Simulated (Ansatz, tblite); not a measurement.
# C36H26S2: one state, many levels

How do method and basis change the picture of C36H26S2 (singlet)?

Computed with Ansatz 0.2.0, Gaussian basis. Level: as each input shows.

The runs, in order: GFN1-xTB, GFN2-xTB, PBE-D4/def2-SVP, r2SCAN-D4/def2-SVP.

1 further run of the same task is left out (set aside as unsound or not needed). Runs told in other sessions of the task aren't counted.

### 1 The relaxed structure

The singlet was relaxed beforehand with PBE-D4/def2-SVP.

SMILES `Sc1ccc(-c2ccc(-c3ccc(-c4ccc(-c5ccc(-c6ccc(S)cc6)cc5)cc4)cc3)cc2)cc1`, 64 atoms, charge 0, spin multiplicity 1.

Bond lengths: S1–C2 1.774 Å, S1–H39 1.361 Å, C2–C3 1.412 Å, C2–C38 1.411 Å, C3–C4 1.397 Å, C3–H40 1.101 Å, C4–C5 1.414 Å, C4–H41 1.101 Å, C5–C6 1.480 Å, C5–C37 1.414 Å, C6–C7 1.414 Å, C6–C36 1.414 Å, C7–C8 1.397 Å, C7–H42 1.101 Å, C8–C9 1.414 Å, C8–H43 1.101 Å, C9–C10 1.481 Å, C9–C35 1.414 Å and more. Angles: C2–S1–H39 96.4°, S1–C2–C3 117.9°, S1–C2–C38 123.4°, C3–C2–C38 118.7°, C2–C3–C4 120.4°, C2–C3–H40 119.9°, C4–C3–H40 119.7°, C3–C4–C5 121.6°, C3–C4–H41 118.8°, C5–C4–H41 119.5°, C4–C5–C6 121.4°, C4–C5–C37 117.3°, C6–C5–C37 121.3°, C5–C6–C7 121.3°, C5–C6–C36 121.4°, C7–C6–C36 117.3°, C6–C7–C8 121.3°, C6–C7–H42 119.5° and more.

PBE0-D4/def2-SVP was run before; its log isn't repeated, and its numbers join the tables.

### 2 GFN1-xTB

Tight binding, by tblite at 300 K electronic temperature and without a spin-polarisation term:

```python
tblite.interface.Calculator('GFN1-xTB', numbers, positions, charge=0, uhf=0).singlepoint()
```

Energy -2652.3736 eV, HOMO -10.73 eV, LUMO -8.31 eV; 0.2 s.

### 3 GFN2-xTB

Tight binding, by tblite at 300 K electronic temperature and without a spin-polarisation term:

```python
tblite.interface.Calculator('GFN2-xTB', numbers, positions, charge=0, uhf=0).singlepoint()
```

Energy -2633.9762 eV, HOMO -9.91 eV, LUMO -7.41 eV; 0.2 s.

### 4 PBE-D4/def2-SVP

start.molden holds the orbitals of an earlier run on this state, given as this run's starting guess.

in.yaml

```yaml
crystal:
  periodic: [false, false, false]
  atoms:
    - {symbol: S, position_ang: [14.048756, 0.290919, 0.520098]}
    - {symbol: C, position_ang: [12.279768, 0.283472, 0.393510]}
    - {symbol: C, position_ang: [11.553147, -0.464765, 1.345172]}
    - {symbol: C, position_ang: [10.157208, -0.503818, 1.296585]}
    - {symbol: C, position_ang: [9.429880, 0.193009, 0.303715]}
    - {symbol: C, position_ang: [7.950882, 0.148280, 0.257334]}
    - {symbol: C, position_ang: [7.181116, 0.041848, 1.438958]}
    - {symbol: C, position_ang: [5.784955, 0.002678, 1.395662]}
    - {symbol: C, position_ang: [5.085174, 0.069494, 0.168703]}
    - {symbol: C, position_ang: [3.605741, 0.033423, 0.123618]}
    - {symbol: C, position_ang: [2.883715, 0.733408, -0.870373]}
    - {symbol: C, position_ang: [1.487308, 0.702786, -0.911266]}
    - {symbol: C, position_ang: [0.740185, -0.028386, 0.040756]}
    - {symbol: C, position_ang: [-0.739654, -0.056354, 0.000430]}
    - {symbol: C, position_ang: [-1.504954, -0.138194, 1.186404]}
    - {symbol: C, position_ang: [-2.901645, -0.159746, 1.149234]}
    - {symbol: C, position_ang: [-3.605036, -0.103482, -0.075954]}
    - {symbol: C, position_ang: [-5.084989, -0.125377, -0.114726]}
    - {symbol: C, position_ang: [-5.784050, -0.737041, -1.180726]}
    - {symbol: C, position_ang: [-7.180867, -0.758647, -1.215912]}
    - {symbol: C, position_ang: [-7.952100, -0.167073, -0.188715]}
    - {symbol: C, position_ang: [-9.431909, -0.188590, -0.226256]}
    - {symbol: C, position_ang: [-10.137353, -0.148955, -1.450620]}
    - {symbol: C, position_ang: [-11.534983, -0.167486, -1.493110]}
    - {symbol: C, position_ang: [-12.283552, -0.230191, -0.299177]}
    - {symbol: S, position_ang: [-14.056406, -0.256378, -0.257980]}
    - {symbol: C, position_ang: [-11.594495, -0.271714, 0.932592]}
    - {symbol: C, position_ang: [-10.197703, -0.249658, 0.961469]}
    - {symbol: C, position_ang: [-7.252455, 0.446002, 0.876426]}
    - {symbol: C, position_ang: [-5.855728, 0.465134, 0.913174]}
    - {symbol: C, position_ang: [-2.839628, -0.024559, -1.262104]}
    - {symbol: C, position_ang: [-1.442926, -0.000117, -1.224801]}
    - {symbol: C, position_ang: [1.462005, -0.729554, 1.034020]}
    - {symbol: C, position_ang: [2.858476, -0.699940, 1.073941]}
    - {symbol: C, position_ang: [5.854694, 0.174915, -1.013010]}
    - {symbol: C, position_ang: [7.250878, 0.212439, -0.969914]}
    - {symbol: C, position_ang: [10.172716, 0.936055, -0.642054]}
    - {symbol: C, position_ang: [11.569624, 0.985568, -0.602717]}
    - {symbol: H, position_ang: [14.276022, 1.077284, -0.567863]}
    - {symbol: H, position_ang: [12.088055, -1.030198, 2.124015]}
    - {symbol: H, position_ang: [9.617499, -1.116999, 2.034185]}
    - {symbol: H, position_ang: [7.687784, 0.028177, 2.415870]}
    - {symbol: H, position_ang: [5.220072, -0.041922, 2.339130]}
    - {symbol: H, position_ang: [3.428701, 1.346287, -1.603966]}
    - {symbol: H, position_ang: [0.959686, 1.291918, -1.676352]}
    - {symbol: H, position_ang: [-0.992992, -0.166029, 2.160074]}
    - {symbol: H, position_ang: [-3.462980, -0.240117, 2.092303]}
    - {symbol: H, position_ang: [-5.219410, -1.240853, -1.979764]}
    - {symbol: H, position_ang: [-7.687973, -1.280539, -2.041512]}
    - {symbol: H, position_ang: [-9.579681, -0.072804, -2.396542]}
    - {symbol: H, position_ang: [-12.048806, -0.121923, -2.466061]}
    - {symbol: H, position_ang: [-14.240865, -0.233972, -1.607634]}
    - {symbol: H, position_ang: [-12.158894, -0.332540, 1.876141]}
    - {symbol: H, position_ang: [-9.686249, -0.310600, 1.934089]}
    - {symbol: H, position_ang: [-7.816423, 0.951822, 1.674662]}
    - {symbol: H, position_ang: [-5.348006, 0.984665, 1.739818]}
    - {symbol: H, position_ang: [-3.352302, 0.038689, -2.233755]}
    - {symbol: H, position_ang: [-0.880955, 0.045463, -2.169828]}
    - {symbol: H, position_ang: [0.916853, -1.341333, 1.768439]}
    - {symbol: H, position_ang: [3.386088, -1.289159, 1.838954]}
    - {symbol: H, position_ang: [5.347465, 0.189297, -1.989572]}
    - {symbol: H, position_ang: [7.815497, 0.254945, -1.913707]}
    - {symbol: H, position_ang: [9.643538, 1.515104, -1.414123]}
    - {symbol: H, position_ang: [12.112462, 1.585933, -1.349358]}
basis:
  gaussian: {orbitals: def2-SVP, fitting: {mean_field: def2-universal-jkfit}, initial_orbitals: start.molden}
hamiltonian: {xc: pbe, dispersion: d4}
scf: {omitted_lower_state_checks: [starts]}
output: {forces: true, orbitals: {seedname: orbitals}}
```

Started as:

```sh
> ansatz run in.yaml --threads 2 --pin off --events-out ev --progress --plain --max-ram 32768MiB --backend cuda --devices 0, --max-vram 18GiB
```

Further steps of the session: r2SCAN-D4/def2-SVP.

**Question.** What will the summary of the whole plan be? Wanted: gap in def2-SVP, named functionals, smallest and largest; binding an atom, functionals in def2-SVP.

As calculated:

| quantity | value |
| --- | --- |
| gap in def2-SVP, named functionals, smallest and largest | 2.56 eV (PBE-D4), 4.06 eV (PBE0-D4) |
| binding an atom, functionals in def2-SVP | 5.37 (r2SCAN-D4) to 5.55 eV (PBE-D4) |

**Reading.** Orbital gaps of the named functionals in def2-SVP span 2.56 eV (PBE-D4) to 4.06 eV (PBE0-D4); exact exchange widens it.
